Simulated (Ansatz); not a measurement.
# C2H5NSe: a ladder of functionals and wavefunction methods

The task here is to estimate one member of a computed series from the others.

The runs use Ansatz 0.2.0, Gaussian basis; functionals in def2-TZVPP, the program's frozen cores in correlated methods.

Plan: LDA (SPW92), PBE-D4, revPBE-D4, BLYP-D4, r2SCAN-D4, B97M-V, PBE0-D4, B3LYP-D4, r2SCANh-D4, r2SCAN0-D4, HSE06-D4, BHLYP-D4, CAM-B3LYP-D4, LC-ωPBE, ωB97X-V, ωB97M-V, B2PLYP, PBE-QIDH; CCSD(T)/def2-SVP; CCSD(T)/def2-TZVPP; MP2/def2-QZVPP; extrapolation to the limit; RPA on PBE.

## Structure used throughout

An earlier PBE0-D4 in a triple-zeta def2 set relaxation fixed the geometry.

9 atoms, charge 0, spin multiplicity 1.

Atoms are counted from 1 here; the program's logs count them from 0.

Bond lengths: C1–Se2 1.943 Å, C1–H5 1.089 Å, C1–H6 1.088 Å, C1–H7 1.088 Å, Se2–C3 1.895 Å, C3–N4 1.258 Å, C3–H8 1.098 Å, N4–H9 1.018 Å. Angles: Se2–C1–H5 106.3°, Se2–C1–H6 110.6°, Se2–C1–H7 110.6°, H5–C1–H6 109.1°, H5–C1–H7 109.1°, H6–C1–H7 110.9°, C1–Se2–C3 97.0°, Se2–C3–N4 121.0°, Se2–C3–H8 113.1°, N4–C3–H8 125.9°, C3–N4–H9 111.3°.

The first run:

in.yaml

```yaml
crystal:
  periodic: [false, false, false]
  atoms:
    - {symbol: C, position_ang: [-0.049928, 0.895404, -1.375737]}
    - {symbol: Se, position_ang: [1.105519, 0.737965, 0.178490]}
    - {symbol: C, position_ang: [0.132411, -0.634494, 1.051574]}
    - {symbol: N, position_ang: [0.512072, -1.093980, 2.159946]}
    - {symbol: H, position_ang: [0.393847, 1.660838, -2.010736]}
    - {symbol: H, position_ang: [-1.048828, 1.211440, -1.080814]}
    - {symbol: H, position_ang: [-0.085120, -0.044692, -1.923186]}
    - {symbol: H, position_ang: [-0.755067, -0.955521, 0.491010]}
    - {symbol: H, position_ang: [-0.116406, -1.823160, 2.492254]}
basis:
  gaussian: {orbitals: def2-TZVPP}
hamiltonian: {xc: lda}
output: {orbitals: {seedname: orbitals}}
```

Started as:

```
$ ansatz run in.yaml --threads 4 --pin off --events-out ev --progress --plain --max-ram 10444MiB
```

Steps of the session up to this table: LDA; PBE-D4 (GGA); revPBE-D4 (GGA); BLYP-D4 (GGA); r2SCAN-D4 (meta-GGA); B97M-V (meta-GGA); B3LYP-D4 (hybrid); r2SCANh-D4 (hybrid); r2SCAN0-D4 (hybrid); HSE06-D4 (hybrid); BHLYP-D4 (hybrid); CAM-B3LYP-D4 (range-separated); LC-ωPBE (range-separated); ωB97X-V (range-separated); ωB97M-V (range-separated); B2PLYP (double hybrid); PBE-QIDH (double hybrid).

One table of the session follows, with a row left open; its other results are not shown here.

It belongs to the step «Frontier levels by functional». 

```
  functional  HOMO (eV)  gap (eV)
 LDA (SPW92)      -5.61      4.00
      PBE-D4      -5.45      4.09
   revPBE-D4      -5.40      4.13
     BLYP-D4      -5.30      4.07
   r2SCAN-D4      -5.68      4.51
      B97M-V      -5.72      4.64
     PBE0-D4      -6.52      6.17
    B3LYP-D4      -6.31      5.72
  r2SCANh-D4      -6.08      5.28
  r2SCAN0-D4      -6.68      6.44
    HSE06-D4      -6.13      5.40
    BHLYP-D4      -7.47      8.25
CAM-B3LYP-D4      -7.78      8.58
     LC-ωPBE          ?         ?
     ωB97X-V      -8.75     10.66
     ωB97M-V      -8.63     10.45
```

Q: Estimate the row for LC-ωPBE from the others.

The run gave: HOMO (eV): -9.09; gap (eV): 11.07. In the column «HOMO (eV)» it is the lowest.
